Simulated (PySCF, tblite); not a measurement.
# C7H15OP: geometry, infrared bands and NMR shifts

Wanted: the infrared bands and NMR shifts of C7H15OP (`CCC(C)(C)P1(=O)CC1`), by calculation.

Computed with tblite 0.8.0 and PySCF 2.14.0, with density-fitted response routines of our own, on a single molecule in the gas phase. Atoms count from 0, in the outputs and in this text.

## 1. The molecule as given

24 atoms, charge 0, multiplicity 1; geometry from: force field or distance geometry start.

Bonds of the start (Å): C0–C1 1.53, C1–C2 1.58, C2–C3 1.55, C2–C4 1.54, C2–P5 1.83, P5–O6 1.51, P5–C7 1.73, C7–C8 1.45, C8–P5 2.27, C0–H9 1.10, C0–H10 1.11, C0–H11 1.09, C1–H12 1.10, C1–H13 1.09, C3–H14 1.08, C3–H15 1.09, C3–H16 1.10, C4–H17 1.09, C4–H18 1.10, C4–H19 1.10, C7–H20 1.09, C7–H21 1.09, C8–H22 1.09, C8–H23 1.08.

## 2. Optimising the geometry with GFN2-xTB

The job: settings as JSON, then the geometry in Å.

```
{"job": {"kind": "relax", "xc": "GFN2-xTB", "basis": "xTB"}, "charge": 0, "multiplicity": 1}
C     -2.437900    -1.039200     0.069900
C     -1.699800     0.065500    -0.684400
C     -0.265000     0.388600    -0.105300
C      0.256400     1.570500    -0.966000
C     -0.410200     0.826500     1.366300
P      0.723500    -1.143500    -0.295400
O      1.306900    -1.330400    -1.673300
C      2.027400    -1.363300     0.826300
C      2.665200    -0.159200     0.343100
H     -2.688200    -0.738000     1.099900
H     -3.397400    -1.247400    -0.437900
H     -1.879300    -1.971500     0.105500
H     -2.323100     0.965900    -0.664100
H     -1.589800    -0.252700    -1.724500
H      0.375800     1.269900    -2.001300
H     -0.434100     2.416500    -0.919200
H      1.227500     1.931400    -0.610000
H     -0.658900    -0.027700     2.001900
H     -1.187600     1.593400     1.484100
H      0.524900     1.255800     1.752900
H      2.598700    -2.276800     0.685700
H      1.756500    -1.370600     1.882800
H      2.352300     0.796700     0.762300
H      3.144700    -0.140900    -0.623100
```

Run with:

```
OMP_NUM_THREADS=1 python probes_run.py task.json out
```

The driver reads the jobs from task.json and runs them one after another.

**Question.** This job is followed by: GFN2-xTB harmonic vibrations, gas phase; GIAO PBE0/pcSseg-1 NMR shielding, non-relativistic, gas phase. What will the session give for the following? strongest single infrared mode (GFN2-xTB); zero-point energy (GFN2-xTB); ¹³C shifts against TMS (PBE0/pcSseg-1, means over atoms taken as alike); ¹H shifts against TMS (PBE0/pcSseg-1, means over atoms taken as alike); ³¹P shifts against H3PO4 (PBE0/pcSseg-1); ¹⁷O shifts against H2O (PBE0/pcSseg-1).

As calculated:

```
                                                               quantity                             value
                              strongest single infrared mode (GFN2-xTB)             1267 cm⁻¹, 231 km/mol
                                           zero-point energy (GFN2-xTB)                    129.2 kcal/mol
¹³C shifts against TMS (PBE0/pcSseg-1, means over atoms taken as alike)   44.3, 32.9, 24.3, 15.3, 9.2 ppm
 ¹H shifts against TMS (PBE0/pcSseg-1, means over atoms taken as alike)  1.74, 1.55, 1.40, 1.11, 0.94 ppm
                               ³¹P shifts against H3PO4 (PBE0/pcSseg-1)                         -60.5 ppm
                                 ¹⁷O shifts against H2O (PBE0/pcSseg-1)                          30.0 ppm
```

In words: Relaxing lowered the energy by 1.666 eV in 130 steps; the close pair that moved most is P5–C8, from 2.269 to 1.812 Å. No mode is imaginary among the 66: a minimum at this level. The strongest single mode, at 1267 cm⁻¹, moves mainly O6 and P5. GFN2-xTB is a fitted tight-binding method: band positions and strengths are rough. Its intensities can rank the bands wrongly. At PBE0/pcSseg-1: Shielding is most anisotropic at P5 (span 488 ppm, paramagnetic term -587 ppm).
